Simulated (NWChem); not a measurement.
# GeH3Cl (chlorogermane) at 4 levels

We compute a comparison of 4 runs (HF/STO-3G, HF/3-21G, B3LYP/6-31G*) of GeH3Cl (chlorogermane). 

The calculation is run with NWChem 7.3.0.

2 further runs of the same task are left out: 1 that didn't finish, 1 set aside as unsound or not needed.

## 1. The system as given

GeH3Cl has 5 atoms, charge 0, and is taken as a singlet. SMILES: `[Cl][GeH3]`. The Ge2–H5 distance was set to 3.370 Å, away from the relaxed value. At this shape a bond of the SMILES string is far longer than usual.

Bond lengths: Cl1–Ge2 2.155 Å, Ge2–H3 1.532 Å, Ge2–H4 1.532 Å. Angles: Cl1–Ge2–H3 107.1°, Cl1–Ge2–H4 107.1°, H3–Ge2–H4 111.7°.

## 2. A single-point energy at HF/STO-3G (run 1)

sp.xyz

```xyz
5
ClGeH3 hf
Cl    -2.863033    -0.981253    -0.579451
Ge    -0.825433    -0.970053    -1.281351
H     -0.826833    -0.299953    -2.658851
H     -0.368233    -2.429853    -1.361351
H      0.984500     0.782900     0.956700
```

run.py

```python
from ase.io import read
from ase.calculators.nwchem import NWChem

atoms = read('sp.xyz')

calc = NWChem(
    label='sp',
    theory='scf',
    memory='2200 mb',
    basis='STO-3G',
    basispar='spherical bse',
    scf={'nopen': '0', 'rhf': None, 'thresh': '1e-08', 'maxiter': '80', 'print': 'low'},
    task='energy',
)
atoms.calc = calc

print("Total energy (eV):", round(atoms.get_potential_energy(), 6))
```

Run with:

```bash
export ASE_NWCHEM_COMMAND="nwchem PREFIX.nwi > PREFIX.nwo"
python run.py
```

The program printed:

```text
Total energy (eV): -68240.944649
```

The calculator wrote sp.nwi:

```
title "sp"

permanent_dir sp

scratch_dir sp

start sp

geometry units angstrom nocenter noautosym noautoz
  Cl -2.8630330000000002e+00 -9.8125300000000004e-01 -5.7945100000000005e-01
  Ge -8.2543299999999997e-01 -9.7005300000000005e-01 -1.2813509999999999e+00
  H  -8.2683300000000004e-01 -2.9995300000000003e-01 -2.6588509999999999e+00
  H  -3.6823299999999998e-01 -2.4298530000000000e+00 -1.3613510000000000e+00
  H  9.8450000000000004e-01 7.8290000000000004e-01 9.5669999999999999e-01
end

memory 2200 mb

basis spherical bse noprint
   * library STO-3G
end

scf
  nopen 0
  rhf
  thresh 1e-08
  maxiter 80
  print low
end

task scf energy
```

sp.nwo:

```text
Northwest Computational Chemistry Package (NWChem) 7.3.0
             --------------------------------------------------------

           Job information
           ---------------

    nwchem branch   = 7.3.0
    use scalapack   = T
    input           = sp.nwi
    prefix          = sp.
    data base       = sp/sp.db
    status          = startup
    nproc           =        1

           Memory information
           ------------------

    heap     =     72089600 doubles =      550.0 Mbytes
    stack    =     72089597 doubles =      550.0 Mbytes
    global   =    144179200 doubles =     1100.0 Mbytes (distinct from heap & stack)
    total    =    288358397 doubles =     2200.0 Mbytes
    verify   = yes
    hardfail = no

[... 37 lines left out ...]
            Nuclear Dipole moment (a.u.)
[... 39 lines left out ...]
                                 NWChem SCF Module
                                 -----------------

                                        sp

  ao basis        = "ao basis"
  functions       =    30
  atoms           =     5
  closed shells   =    26
  open shells     =     0
  charge          =   0.00
  wavefunction    = RHF
  input vectors   = atomic
  output vectors  = sp/sp.movecs
  use symmetry    = F
  symmetry adapt  = F

 Forming initial guess at       0.0s

 Starting SCF solution at       0.1s

       Final RHF  results
       ------------------

         Total SCF energy =  -2507.808480891121
      One-electron energy =  -3849.942588969425
      Two-electron energy =   1172.946333004852
 Nuclear repulsion energy =    169.187775073452

        Time for solution =      1.1s

 Task  times  cpu:        1.2s     wall:        1.2s
 Total times  cpu:        1.2s     wall:        1.2s
```

Run time: 2.2 s. Hardware: 1 thread of Intel Xeon 6975P-C (Granite Rapids), shared host; peak memory 0.096 GiB.

## 3. A single-point energy at HF/3-21G (run 2)

m1.nw

```
start m1
memory total 2200 mb

geometry units angstroms noautosym nocenter noautoz
  Cl    -2.863033    -0.981253    -0.579451
  Ge    -0.825433    -0.970053    -1.281351
  H     -0.826833    -0.299953    -2.658851
  H     -0.368233    -2.429853    -1.361351
  H      0.984500     0.782900     0.956700
end

basis spherical bse
  * library 3-21G
end

scf
  thresh 1e-08
  maxiter 80
end

task scf
```

Run with:

```bash
nwchem m1.nw > m1.out
```

The program printed:

```text
[...]
  functions       =    41
[...]
  wavefunction    = RHF
[...]
         Total SCF energy =  -2524.196592103670
      One-electron energy =  -3853.649062419775
      Two-electron energy =   1160.264695242652
 Nuclear repulsion energy =    169.187775073452
        Time for solution =      1.1s
[...]
```

Wall time 1.8 s (1 thread of Intel Xeon 6975P-C (Granite Rapids), shared host); peak memory 0.096 GiB.

Run 3 isn't shown in full; the table further down has it.

## 4. The energy at B3LYP/6-31G(d) (Cartesian functions) (run 4)

mol.nw

```
start mol
memory stack 880 mb heap 220 mb global 1100 mb
geometry units angstrom noautosym nocenter noautoz
Cl   -2.863033   -0.981253   -0.579451
Ge   -0.825433   -0.970053   -1.281351
H    -0.826833   -0.299953   -2.658851
H    -0.368233   -2.429853   -1.361351
H     0.984500    0.782900    0.956700
end
basis cartesian
Cl library 6-31G*
Ge library 6-31G*
H library 6-31G*
end
dft
xc b3lyp
grid xfine
convergence energy 1e-08
maxiter 100
mulliken
end
task dft energy
```

Run with:

```bash
nwchem mol.nw > mol.out
```

The program printed:

```text
[...]
          Wavefunction type:  closed shell.
          No. of atoms     :     5
          No. of electrons :    52
[...]
          Charge           :     0
          Spin multiplicity:     1
[...]
          AO basis - number of functions:    60
[...]
              XC Information
              --------------
                         B3LYP Method XC Potential
                     Hartree-Fock (Exact) Exchange  0.200
                        Slater Exchange Functional  0.800 local
                    Becke 1988 Exchange Functional  0.720 non-local
              Lee-Yang-Parr Correlation Functional  0.810
                  VWN I RPA Correlation Functional  0.190 local
[...]
 d= 0,ls=0.0,diis     1  -2538.5452486679 -2.71D+03  4.02D-02  1.22D+00     1.5
[...]
 d= 0,ls=0.0,diis    14  -2538.6403840744 -1.01D-09  1.43D-07  4.98D-11    15.8
         Total DFT energy =    -2538.640384074394
      One electron energy =    -3866.577505847886
           Coulomb energy =     1267.003079173385
    Exchange-Corr. energy =     -108.253732473346
 Nuclear repulsion energy =      169.187775073452
[...]
      Total Density - Mulliken Population Analysis
     ---------------------------------------------
    Atom       Charge   Shell Charges
 -----------   ------   -------------------------------------------------------
    1 Cl  17    17.14   2.00  1.99  5.97  1.47  3.60  0.54  1.61 -0.03
    2 Ge  32    31.92   2.00  1.99  6.00  1.93  5.99  1.41  1.91  0.18  0.34  6.93  2.96  0.29
    3 H    1     0.93   0.48  0.45
    4 H    1     0.93   0.48  0.45
    5 H    1     1.08   0.33  0.75
[...]
```

Wall time 17 s (1 thread of Intel Xeon 6975P-C (Granite Rapids), shared host); peak memory 0.12 GiB.

## 5. Overview of the runs

```
run                               level  iteration cap  module   energy (Eh)  wall time
  1                           HF/STO-3G             80     scf  -2507.808481      2.2 s
  2                            HF/3-21G             80     scf  -2524.196592      1.8 s
  3  B3LYP/6-31G* (spherical functions)            100     dft  -2538.631890       14 s
  4  B3LYP/6-31G* (Cartesian functions)            100     dft  -2538.640384       17 s
```

## 6. Results

```
            quantity           value
 run 4: total energy  -2538.64038 Eh
run 4: dipole moment          2.34 D
  run 4: HOMO energy        -6.51 eV
  run 4: LUMO energy        -4.36 eV
run 4: HOMO–LUMO gap         2.15 eV
```

**Reading.** Over runs 2, 3, 4 the dipole moment (its size) runs from 2.34 D (B3LYP/6-31G*) to 3.04 D (HF/3-21G). The two ends differ in method and basis. In run 1 the basis is minimal, so the values are rough. In runs 1, 2, 3, 4 a closed-shell determinant meets a far-stretched bond, which it describes badly. All runs together took 35 s, the longest 17 s.
